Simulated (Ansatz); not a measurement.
Below is the output of a Python script on the Python package of Ansatz (0.2.0) that makes a projected density of states of BaAlSi, space group P-6m2. Write a script that gives it. Use: LDA, PAW, cutoff 450 eV, 7×7×5 k-points, cold smearing of 0.1 eV.

`baalsi.cif`
```cif
data_BaAlSi
_cell_length_a 4.307614
_cell_length_b 4.307614
_cell_length_c 5.225855
_cell_angle_alpha 90.00000
_cell_angle_beta 90.00000
_cell_angle_gamma 120.00000
_symmetry_space_group_name_H-M 'P 1'
_symmetry_Int_Tables_number 1
loop_
_symmetry_equiv_pos_as_xyz
'x, y, z'
loop_
_atom_site_label
_atom_site_type_symbol
_atom_site_fract_x
_atom_site_fract_y
_atom_site_fract_z
Ba1 Ba    0.000000    0.000000    0.000000
Al2 Al    0.666667    0.333333    0.500000
Si3 Si    0.333333    0.666667    0.500000
```

```console
$ python baalsi.py
DeckWarning: the atoms were moved onto the symmetric positions of the space group found under crystal.symmetry.tolerance 1.0e-5 (fractional; no operation is sought that the atoms, as they stand in a round, miss by more than twice it, and no atom is moved by [...]
  iteration   1  Harris-Foulkes -6902.37523 eV  residual 3.87e-02
  iteration   2  Harris-Foulkes -6902.36451 eV  residual 6.27e-03
  iteration   3  Harris-Foulkes -6902.36303 eV  residual 4.13e-04
  iteration   4  Harris-Foulkes -6902.36295 eV  residual 3.70e-05
  iteration   5  Harris-Foulkes -6902.36295 eV  residual 2.31e-06
  iteration   6  Harris-Foulkes -6902.36295 eV  residual 6.80e-08
states by shell in windows of E - E_F (eV): [(-6, -3), (-3, 0), (0, 4)]
Ba 5S       0.014    0.028    0.019
Ba 6S       0.058    0.200    0.672
Ba 5P       0.031    0.106    0.026
Al 3S       0.566    0.099    0.512
Al 3P       0.278    1.690    1.364
Si 3S       0.147    0.057    0.404
Si 3P       0.837    2.455    0.965
centre of Al 3S: -4.29 eV
centre of Al 3P: -1.81 eV
centre of Si 3P: -2.41 eV
```
(Warnings from the package without file and line, shortened.)

The script that was run (others could print the same):

The script, `baalsi.py`:
```python
"""Which atoms and shells make the states of BaAlSi."""

import ansatz as az
from ase.io import read
import numpy as np


def main() -> None:
    atoms = read("baalsi.cif")
    crystal = az.Crystal.from_ase(atoms)

    setup = crystal.calculation()
    setup = setup.occupations("cold", width=0.1)
    setup = setup.functional("LDA")
    setup = setup.kpoints(mesh=(7, 7, 5))
    setup = setup.basis(450)
    setup = setup.scf(extra_bands=12).density_of_states(projected=True, energy_step=0.1)
    def show(event):
        row = event["data"]
        if event["event"] == "scf_iter" and row.get("harris_foulkes_ev") is not None:
            print(f"  iteration {row['iter']:3d}  Harris-Foulkes {row['harris_foulkes_ev']:.5f} eV  residual {row['dr2_ev']:.2e}")


    result = setup.session().plan().execute(on_event=show)
    data = result.report

    dos = result.density_of_states()
    energy = np.asarray(dos.energies_ev) - dos.fermi_ev
    curves = {}
    for site in result.projected_density_of_states().sites:
        for shell in site.shells:
            weight = sum(np.sum(curve.g_bin_mean_per_ev, axis=0) for curve in shell.curves)
            name = f"{site.species} {shell.label}"
            curves[name] = curves.get(name, 0) + weight

    step = energy[1] - energy[0]
    windows = [(-6, -3), (-3, 0), (0, 4)]
    print("states by shell in windows of E - E_F (eV):", windows)
    for name, g in curves.items():
        print(f"{name:8s}", " ".join(f"{step * g[(energy >= a) & (energy < b)].sum():8.3f}" for a, b in windows))
    filled = (energy < 0) & (energy > -6)
    for name, g in curves.items():
        if g[filled].sum() * step > 0.5:
            print(f"centre of {name}: {np.average(energy[filled], weights=g[filled]):.2f} eV")


if __name__ == "__main__":
    main()
```

What to keep in mind:
- Total energies depend on the potentials; only differences at equal settings carry meaning. A total without «per atom» is that of the cell as typed.
- For a metal this k-point mesh is coarse: on a finer one energies can move by several to tens of meV an atom and pressures by half a GPa or more, differences at one mesh by less.
- The empty d shell of the heavier alkali and alkaline-earth atoms, which makes much of a conduction band, may have no channel.
- The structure comes from a database of computed cells and needn't be a stable or known phase.
- Curves are summed over the cell's atoms. Only shells that the potentials hold have channels, so projections don't add up to the total, least of all where a shell is missing (p of most metals); heights and places of peaks move with the mesh.
- The computed bands are complete only to about 6.7 eV above the Fermi level; beyond that the density of states is undercounted.
- A band centre counts only the states inside the window taken.
- The whole script took 6.8 s on 1 thread of Arm Neoverse V1 (shared host), peak memory 0.47 GiB.

(Lines on the test bed's own set-up are left out of the output.)
